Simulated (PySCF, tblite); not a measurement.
# C6H7N: dynamics, then NMR shifts on frames, part 2 of 2

tblite 0.8.0 and PySCF 2.14.0. Atoms count from 0.

## (5) NMR shieldings: 625 fs, PBE0/pcSseg-1

What the job is given:

```
{"job": {"kind": "nmr", "xc": "PBE0", "basis": "pcSseg-1", "pop": false}, "charge": 0, "multiplicity": 1}
N      3.633500    -1.506500     0.951500
C      2.831800    -0.708900     0.727300
C      1.817900     0.251600     0.342100
C      0.684800    -0.468500    -0.404700
C     -0.457100    -0.527400     0.207500
C     -1.226000    -0.044300     1.353300
C     -1.864600    -0.914800     0.311600
H      2.386600     0.903400    -0.361200
H      1.435800     0.816100     1.215300
H      0.962200    -0.960600    -1.325500
H     -1.534700     1.023300     1.325900
H     -1.060400    -0.496600     2.340000
H     -2.607800    -0.647300    -0.406100
H     -2.019400    -1.974200     0.534300
```

Method: GIAO PBE0/pcSseg-1 NMR shielding, non-relativistic, gas phase.

Output:

```text
coarse grid: 11920 points
cycle   1  E = -287.0274778170  dE =  1.073e+00  |g| = 4.699e-01  |ddm| = 3.461e+00
cycle   2  E = -286.8860731585  dE =  1.414e-01  |g| = 9.401e-01  |ddm| = 1.147e+00
cycle   3  E = -287.0814925134  dE = -1.954e-01  |g| = 1.329e-01  |ddm| = 7.408e-01
cycle   4  E = -287.0855825931  dE = -4.090e-03  |g| = 3.624e-02  |ddm| = 1.374e-01
cycle   5  E = -287.0858894126  dE = -3.068e-04  |g| = 8.305e-03  |ddm| = 4.173e-02
cycle   6  E = -287.0859051804  dE = -1.577e-05  |g| = 2.575e-03  |ddm| = 1.042e-02
cycle   7  E = -287.0859065618  dE = -1.381e-06  |g| = 8.754e-04  |ddm| = 2.894e-03
final grid: 115848 points
cycle   8  E = -287.1273399468  dE = -2.696e-05  |g| = 6.668e-03  |ddm| = 3.342e-02
cycle   9  E = -287.1273392480  dE =  6.988e-07  |g| = 7.036e-03  |ddm| = 1.248e-02
cycle  10  E = -287.1273513115  dE = -1.206e-05  |g| = 1.129e-03  |ddm| = 6.186e-03
cycle  11  E = -287.1273515652  dE = -2.537e-07  |g| = 3.502e-04  |ddm| = 8.667e-04
cycle  12  E = -287.1273515910  dE = -2.577e-08  |g| = 6.664e-05  |ddm| = 3.246e-04
cycle  13  E = -287.1273515920  dE = -1.054e-09  |g| = 1.407e-05  |ddm| = 7.533e-05
cycle  14  E = -287.1273515921  dE = -4.127e-11  |g| = 5.422e-06  |ddm| = 1.999e-05
converged SCF energy = -287.1273515921

GIAO shielding tensors (ppm)
atom      isotropic    diamagn.    paramagn.     s11        s22        s33       span
  0 N      -36.989     338.700    -375.690   -211.787   -185.220    286.038    497.826
  1 C       62.322     259.883    -197.560    -55.379    -51.786    294.133    349.512
  2 C      158.755     246.123     -87.368    144.660    156.607    174.997     30.336
  3 C       71.418     253.765    -182.346    -24.087     85.872    152.469    176.556
  4 C       52.176     258.584    -206.408    -38.968      4.478    191.018    229.986
  5 C      180.094     253.311     -73.217    155.035    168.054    217.193     62.158
  6 C      178.583     253.276     -74.693    152.293    172.929    210.525     58.232
  7 H       27.909      27.143       0.766     23.702     26.968     33.057      9.355
  8 H       28.225      28.682      -0.457     24.003     28.515     32.156      8.153
  9 H       25.542      32.244      -6.702     22.823     26.206     27.596      4.773
 10 H       29.789      29.739       0.049     25.333     25.731     38.302     12.969
 11 H       29.782      29.339       0.442     25.448     25.873     38.025     12.577
 12 H       30.408      30.962      -0.555     25.749     26.512     38.962     13.213
 13 H       30.238      29.653       0.585     25.123     26.648     38.943     13.820
```

Run time: 10 s. Hardware: 1 thread of Intel Xeon 6975P-C, shared host; peak memory 0.74 GiB.

In short: δ C4 134.7, C1 124.6, C3 115.5, C2 28.2, H9 6.18, H7 3.81 ppm.

## (6) Nuclear shieldings: 800 fs, PBE0/pcSseg-1

What the job is given:

```
{"job": {"kind": "nmr", "xc": "PBE0", "basis": "pcSseg-1", "pop": false}, "charge": 0, "multiplicity": 1}
N      3.602700    -1.826900     0.831200
C      2.925800    -0.902800     0.795000
C      2.099700     0.185500     0.462900
C      0.794900    -0.323900    -0.135200
C     -0.368600    -0.340600     0.490800
C     -1.213200    -0.030900     1.668900
C     -1.749800    -0.804000     0.427300
H      2.649900     0.738800    -0.261100
H      1.921700     0.751300     1.357500
H      0.954300    -0.760700    -1.170700
H     -1.592300     0.998400     1.950200
H     -1.113000    -0.663200     2.551800
H     -2.462900    -0.275800    -0.199800
H     -1.918400    -1.827900     0.639000
```

Level: GIAO PBE0/pcSseg-1 NMR shielding, non-relativistic, gas phase.

Output:

```text
coarse grid: 11920 points
cycle   1  E = -287.0291098968  dE =  1.057e+00  |g| = 4.484e-01  |ddm| = 3.474e+00
cycle   2  E = -286.9061696038  dE =  1.229e-01  |g| = 8.848e-01  |ddm| = 1.102e+00
cycle   3  E = -287.0785804460  dE = -1.724e-01  |g| = 1.269e-01  |ddm| = 6.984e-01
cycle   4  E = -287.0822925417  dE = -3.712e-03  |g| = 3.428e-02  |ddm| = 1.255e-01
cycle   5  E = -287.0825690956  dE = -2.766e-04  |g| = 7.284e-03  |ddm| = 3.707e-02
cycle   6  E = -287.0825813111  dE = -1.222e-05  |g| = 2.139e-03  |ddm| = 9.073e-03
cycle   7  E = -287.0825823217  dE = -1.011e-06  |g| = 6.833e-04  |ddm| = 2.863e-03
final grid: 115848 points
cycle   8  E = -287.1238343039  dE = -2.820e-05  |g| = 6.813e-03  |ddm| = 2.739e-02
cycle   9  E = -287.1238329576  dE =  1.346e-06  |g| = 7.283e-03  |ddm| = 1.236e-02
cycle  10  E = -287.1238462056  dE = -1.325e-05  |g| = 1.176e-03  |ddm| = 6.583e-03
cycle  11  E = -287.1238465478  dE = -3.422e-07  |g| = 2.221e-04  |ddm| = 1.070e-03
cycle  12  E = -287.1238465569  dE = -9.131e-09  |g| = 1.171e-04  |ddm| = 2.411e-04
cycle  13  E = -287.1238465593  dE = -2.390e-09  |g| = 5.356e-05  |ddm| = 1.093e-04
cycle  14  E = -287.1238465599  dE = -6.106e-10  |g| = 7.204e-06  |ddm| = 3.571e-05
converged SCF energy = -287.1238465599

GIAO shielding tensors (ppm)
atom      isotropic    diamagn.    paramagn.     s11        s22        s33       span
  0 N      -38.396     338.829    -377.224   -212.468   -188.891    286.172    498.640
  1 C       63.054     260.100    -197.045    -55.609    -50.335    295.106    350.715
  2 C      169.542     246.375     -76.833    155.001    171.222    182.401     27.400
  3 C       62.330     255.259    -192.929    -33.001     74.809    145.183    178.184
  4 C       50.270     256.982    -206.712    -36.636      5.994    181.451    218.087
  5 C      177.548     253.287     -75.739    147.253    166.703    218.687     71.434
  6 C      181.444     252.389     -70.945    157.345    168.407    218.581     61.237
  7 H       29.182      28.298       0.884     24.665     27.964     34.918     10.253
  8 H       29.414      28.841       0.573     25.074     29.158     34.010      8.936
  9 H       24.544      31.560      -7.017     21.156     25.359     27.116      5.961
 10 H       29.025      28.895       0.130     24.769     25.030     37.277     12.508
 11 H       30.226      29.645       0.581     25.574     26.244     38.858     13.284
 12 H       30.227      30.320      -0.092     25.519     26.111     39.052     13.532
 13 H       31.123      30.817       0.306     25.890     27.151     40.327     14.436
```

Run time: 10 s. Hardware: 1 thread of Intel Xeon 6975P-C, shared host; peak memory 0.74 GiB.

This run: δ C4 136.7, C3 124.6, C1 123.9, C2 17.4, H9 7.17, H10 2.69 ppm.

## (7) NMR shieldings: 1000 fs, PBE0/pcSseg-1

What the job is given:

```
{"job": {"kind": "nmr", "xc": "PBE0", "basis": "pcSseg-1", "pop": false}, "charge": 0, "multiplicity": 1}
N      3.826700    -1.625900     1.095700
C      2.964300    -0.877500     0.953100
C      1.941200     0.079200     0.675100
C      0.759300    -0.406200    -0.104200
C     -0.399200    -0.376700     0.480400
C     -1.376100    -0.193800     1.561600
C     -1.805800    -0.778600     0.172000
H      2.410200     0.929200     0.164500
H      1.612400     0.543100     1.645500
H      0.920800    -0.836500    -0.998400
H     -1.818900     0.777600     1.746700
H     -1.208600    -0.885500     2.457900
H     -2.411800    -0.145500    -0.524200
H     -1.999300    -1.873600     0.025700
```

Level: GIAO PBE0/pcSseg-1 NMR shielding, non-relativistic, gas phase.

Output:

```text
coarse grid: 11920 points
cycle   1  E = -287.0218700514  dE =  1.031e+00  |g| = 4.558e-01  |ddm| = 3.482e+00
cycle   2  E = -286.8982426575  dE =  1.236e-01  |g| = 8.922e-01  |ddm| = 1.139e+00
cycle   3  E = -287.0724695149  dE = -1.742e-01  |g| = 1.352e-01  |ddm| = 7.214e-01
cycle   4  E = -287.0766683631  dE = -4.199e-03  |g| = 3.795e-02  |ddm| = 1.407e-01
cycle   5  E = -287.0769915198  dE = -3.232e-04  |g| = 1.228e-02  |ddm| = 4.429e-02
cycle   6  E = -287.0770252960  dE = -3.378e-05  |g| = 4.023e-03  |ddm| = 1.259e-02
cycle   7  E = -287.0770290380  dE = -3.742e-06  |g| = 1.051e-03  |ddm| = 4.125e-03
final grid: 115848 points
cycle   8  E = -287.1181659525  dE = -2.519e-05  |g| = 6.403e-03  |ddm| = 2.862e-02
cycle   9  E = -287.1181631228  dE =  2.830e-06  |g| = 7.312e-03  |ddm| = 1.295e-02
cycle  10  E = -287.1181766797  dE = -1.356e-05  |g| = 1.279e-03  |ddm| = 7.034e-03
cycle  11  E = -287.1181770737  dE = -3.940e-07  |g| = 2.371e-04  |ddm| = 1.114e-03
cycle  12  E = -287.1181770824  dE = -8.726e-09  |g| = 1.533e-04  |ddm| = 2.769e-04
cycle  13  E = -287.1181770871  dE = -4.648e-09  |g| = 4.405e-05  |ddm| = 1.232e-04
cycle  14  E = -287.1181770875  dE = -4.217e-10  |g| = 7.149e-06  |ddm| = 3.443e-05
converged SCF energy = -287.1181770875

GIAO shielding tensors (ppm)
atom      isotropic    diamagn.    paramagn.     s11        s22        s33       span
  0 N      -35.479     338.568    -374.047   -205.130   -194.167    292.859    497.990
  1 C       63.546     258.280    -194.734    -52.092    -51.150    293.879    345.971
  2 C      165.345     247.561     -82.216    151.426    161.279    183.331     31.905
  3 C       75.801     253.312    -177.511    -25.395     90.582    162.216    187.611
  4 C       46.649     260.148    -213.499    -42.387     -3.768    186.103    228.490
  5 C      172.681     254.454     -81.773    151.360    160.492    206.192     54.833
  6 C      174.233     254.018     -79.785    144.786    158.488    219.425     74.639
  7 H       28.505      27.606       0.899     23.918     27.578     34.017     10.099
  8 H       27.957      28.108      -0.151     23.430     28.531     31.909      8.479
  9 H       26.761      34.982      -8.221     24.144     25.962     30.177      6.033
 10 H       29.566      29.979      -0.413     24.521     26.301     37.876     13.355
 11 H       28.520      27.724       0.797     23.776     25.307     36.477     12.702
 12 H       29.732      30.158      -0.426     25.017     26.027     38.151     13.134
 13 H       29.636      29.594       0.041     24.733     26.371     37.803     13.070
```

It took 10 s on 1 thread of Intel Xeon 6975P-C, shared host; peak memory 0.74 GiB.

Key values: δ C4 140.3, C1 123.4, C3 111.1, C2 21.6, H9 4.96, H8 3.76 ppm.

## (8) Side by side: NMR shifts

Shifts (ppm) of some atoms, chosen among heavy atoms and hydrogens apart, with basis size and wall time:

```tsv
frame	C3	C2	C6	C5	H10	H11	N0	functions	time
250 fs	118.5	21.3	9.2	1.0	0.59	0.07	298.1	154	14 s
425 fs	119.3	31.2	7.9	0.3	0.12	0.86	315.3	154	10 s
625 fs	115.5	28.2	8.3	6.8	1.93	1.94	304.7	154	10 s
800 fs	124.6	17.4	5.5	9.4	2.69	1.49	306.1	154	10 s
1000 fs	111.1	21.6	12.7	14.2	2.15	3.20	303.2	154	10 s
```

## (9) What came out

This closing draws on all 2 parts.

```
                                      quantity                                         value
                                    thermostat                                         200 K
                 mean temperature, second half                                         197 K
       mean potential energy above the minimum                                       0.32 eV
¹³C shifts against TMS (PBE0/pcSseg-1, 250 fs)       137.5, 120.9, 118.5, 21.3, 9.2, 1.0 ppm
 ¹H shifts against TMS (PBE0/pcSseg-1, 250 fs)  6.41, 3.78, 2.25, 1.80, 1.74, 0.59, 0.07 ppm
¹⁵N shifts against NH3 (PBE0/pcSseg-1, 250 fs)                                     298.1 ppm
         surface potential, 1st and 99th percentile                            -1.92 V and 1.25 V
                      range of the shift of N0                            298.1 to 315.3 ppm
```

What this shows: In the second half the potential energy averages 0.32 eV above the minimum; equipartition over 36 harmonic modes at 200 K would give 0.31 eV. With 14 atoms the temperature swings widely (102 to 248 K). Shifts at one fixed geometry are not the observed spectrum, which averages over the motion. In the first frame run (250 fs): The largest span, 494 ppm, is at N0, where the paramagnetic term is -370 ppm. At PBE0/pcSseg-1, counted by nearest atom on the grid, the HOMO lies on C3, C4 about 37 % each, the LUMO on C3, C4 about 27 % each; H9, H12 about 7 % each. In ppm, N0 moves most: its shift spreads over 17.2 ppm, from 298.1 (250 fs) to 315.3 (425 fs).
